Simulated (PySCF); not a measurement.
# C7H11NO: the cost of one run

Programs: PySCF 2.14.0, with routines of our own; each step states its level. All values are computed. Atoms count from 0.

## Step 1: The starting structure

20 atoms, charge 0, multiplicity 1; geometry from: GFN2-xTB.

## Step 2: Magnetic properties: GIAO PBE0/pcSseg-1

What the job is given:

```
{"job": {"kind": "mag", "xc": "PBE0", "basis": "pcSseg-1", "isotopologues": 0}, "charge": 0, "multiplicity": 1}
C      4.015180    -0.102311    -0.179269
C      2.775424    -0.542921    -0.031815
C      1.614551     0.360091    -0.242545
O      1.723277     1.529618    -0.555105
N      0.411417    -0.240702    -0.053160
C     -0.840734     0.440737    -0.202368
C     -1.880945    -0.212522    -1.133650
C     -2.941740    -0.047677    -0.034481
C     -1.836844     0.321143     0.967580
H      4.185444     0.925385    -0.455771
H      4.878237    -0.729069    -0.032933
H      2.561756    -1.566648     0.244684
H      0.375206    -1.214186     0.206906
H     -0.604208     1.471635    -0.470272
H     -1.646536    -1.254251    -1.346256
H     -2.070544     0.304444    -2.070678
H     -3.520749    -0.937161     0.204100
H     -3.625335     0.775247    -0.228498
H     -1.994059     1.224895     1.550606
H     -1.583946    -0.495069     1.642921
```

Method: GIAO PBE0/pcSseg-1 magnetisability, rotational g tensor and spin-rotation constants, non-relativistic, gas phase.

On the command line:

```sh
> OMP_NUM_THREADS=1 python excited_run.py task.json out
```

The driver reads the jobs from task.json and runs them one after another.

**Question.** How long does this first job take on 1 thread of Arm Neoverse N1, shared host, and how much memory does it need?

About 87 s, with a peak of 0.98 GiB.
